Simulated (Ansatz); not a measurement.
# LiMg3H: the cost of one run

Computed with Ansatz 0.2.0 (DFT PBE, scalar-relativistic, plane waves, PAW, unless a step's input says otherwise).

### 1 The system as given

The structure is hexagonal, space group P6/mmm (No. 191). The conventional cell has a = 4.425 Å, b = 4.425 Å, c = 5.024 Å, α = 90.00°, β = 90.00°, γ = 120.00°. Around Li (site symmetry 6/mmm) lie 6 Mg at 2.21 Å and 2 H at 2.51 Å. Mg (site symmetry mmm) has 2 Li at 2.21 Å and 4 Mg at 2.21 Å as nearest neighbours. H (site symmetry 6/mmm) has 2 Li at 2.51 Å as nearest neighbours.

Structure file:

```cif
data_structure
_symmetry_space_group_name_H-M 'P6/mmm'
_symmetry_Int_Tables_number 191
_cell_length_a 4.4249
_cell_length_b 4.4249
_cell_length_c 5.0243
_cell_angle_alpha 90.000
_cell_angle_beta 90.000
_cell_angle_gamma 120.000
_cell_volume 85.19
loop_
_atom_site_label
_atom_site_type_symbol
_atom_site_symmetry_multiplicity
_atom_site_Wyckoff_symbol
_atom_site_fract_x
_atom_site_fract_y
_atom_site_fract_z
_atom_site_occupancy
Li1 Li 1 a 0.00000 0.00000 0.00000 1
Mg1 Mg 3 f 0.50000 0.00000 0.00000 1
H1 H 1 b 0.00000 0.00000 0.50000 1
```

The cell is invented: random cell by space group and Wyckoff sites (P6/mmm, No. 191). Lengths come from tabulated atomic sizes and are only a guess.

### 2 Probe: one point on a coarse mesh

File input.yaml:

```yaml
crystal:
  lattice:
    - [4.42490379, 0.0, 0.0]
    - [-2.2124519, 3.8320791, 0.0]
    - [0.0, 0.0, 5.02427387]
  atoms:
    - { symbol: Li, position: [0.0, 0.0, 0.0] }
    - { symbol: Mg, position: [0.5, 0.0, 0.0] }
    - { symbol: Mg, position: [0.0, 0.5, 0.0] }
    - { symbol: Mg, position: [0.5, 0.5, 0.0] }
    - { symbol: H, position: [0.0, 0.0, 0.5] }
basis:
  ecutwfc: 420
kpoints:
  mp_grid: { grid: [6, 6, 4] }
hamiltonian:
  xc: pbe
scf:
  occupations: { method: gaussian, width: 0.1 }
  lower_state_search: "off"
output:
  forces: true
  stress: true
  eigenvalues: true
```

The run is started by

```console
ansatz run input.yaml --threads 1 --pin off --max-ram 2048MiB --backend cpu --events-out ev --progress --plain --runs-dir out
```

**Question.** How long does this run take on 1 thread of Arm Neoverse V2, shared host, and how much memory does it need?

About 2.1 s, with a peak of 0.32 GiB.
